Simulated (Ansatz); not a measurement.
# CH6FNSn: how energies converge with the basis set

The task here is to estimate one member of a computed series from the others.

Computed with Ansatz 0.2.0, Gaussian basis. Level: one geometry, several basis sets.

The runs, in order: PBE0-D4/def2-SVP; ωB97M-V/def2-SVP; PBE0-D4/def2-QZVPP; ωB97M-V/def2-QZVPP; the functionals' def2-TZVPP values are taken from earlier runs.

1 further run of the same task is left out (for a known fault of the program).

### Structure used throughout

An earlier PBE0-D4 in a triple-zeta def2 set relaxation fixed the geometry. Sn takes the def2 core potential; no spin-orbit term is included.

SMILES `[CH3][SnH]([NH2])[F]`, 10 atoms, charge 0, spin multiplicity 1.

Atoms are counted from 1 here; the program's logs count them from 0.

Bond lengths: C1–Sn2 2.121 Å, C1–H5 1.090 Å, C1–H6 1.090 Å, C1–H7 1.089 Å, Sn2–N3 2.000 Å, Sn2–F4 1.931 Å, Sn2–H8 1.704 Å, N3–H9 1.008 Å, N3–H10 1.008 Å. Angles: Sn2–C1–H5 108.9°, Sn2–C1–H6 110.7°, Sn2–C1–H7 109.4°, H5–C1–H6 109.4°, H5–C1–H7 109.0°, H6–C1–H7 109.5°, C1–Sn2–N3 112.0°, C1–Sn2–F4 103.5°, C1–Sn2–H8 120.3°, N3–Sn2–F4 105.0°, N3–Sn2–H8 111.0°, F4–Sn2–H8 103.2°, Sn2–N3–H9 117.9°, Sn2–N3–H10 118.0°, H9–N3–H10 110.2°.

The first run:

The input, in.yaml:

```yaml
crystal:
  periodic: [false, false, false]
  atoms:
    - {symbol: C, position_ang: [-1.023269, 1.186913, 0.305621]}
    - {symbol: Sn, position_ang: [-0.012580, -0.424079, -0.632751]}
    - {symbol: N, position_ang: [1.522154, -1.085230, 0.465770]}
    - {symbol: F, position_ang: [-1.308591, -1.855366, -0.593429]}
    - {symbol: H, position_ang: [-1.191482, 0.935387, 1.352858]}
    - {symbol: H, position_ang: [-0.432425, 2.100720, 0.242845]}
    - {symbol: H, position_ang: [-1.985321, 1.342460, -0.181289]}
    - {symbol: H, position_ang: [0.413327, -0.329323, -2.280273]}
    - {symbol: H, position_ang: [1.719677, -0.610708, 1.333160]}
    - {symbol: H, position_ang: [2.381606, -1.311974, -0.009711]}
basis:
  gaussian: {orbitals: def2-SVP}
hamiltonian: {xc: pbe0, dispersion: d4}
output: {orbitals: {seedname: orbitals}}
```

The run is started by

```sh
> ansatz run in.yaml --threads 4 --pin off --events-out ev --progress --plain --max-ram 10444MiB
```

Among the steps run: PBE0-D4 in def2-SVP; ωB97M-V in def2-SVP; PBE0-D4 in def2-QZVPP; ωB97M-V in def2-QZVPP.

One of the session's tables, all rows but one given; the rest of the session is left out.

It belongs to the step «Density functionals: the series». 

```
functional       basis  HOMO (eV)  LUMO (eV)
   PBE0-D4    def2-SVP      -7.19       0.40
   PBE0-D4  def2-TZVPP      -7.45      -0.04
   PBE0-D4  def2-QZVPP      -7.50      -0.25
   ωB97M-V    def2-SVP      -9.56       2.22
   ωB97M-V  def2-TZVPP      -9.84       1.52
   ωB97M-V  def2-QZVPP          ?          ?
```

Estimate the missing values for ωB97M-V, def2-QZVPP.

As computed: HOMO (eV): -9.89; LUMO (eV): 1.07. In the column «HOMO (eV)» it is the lowest.
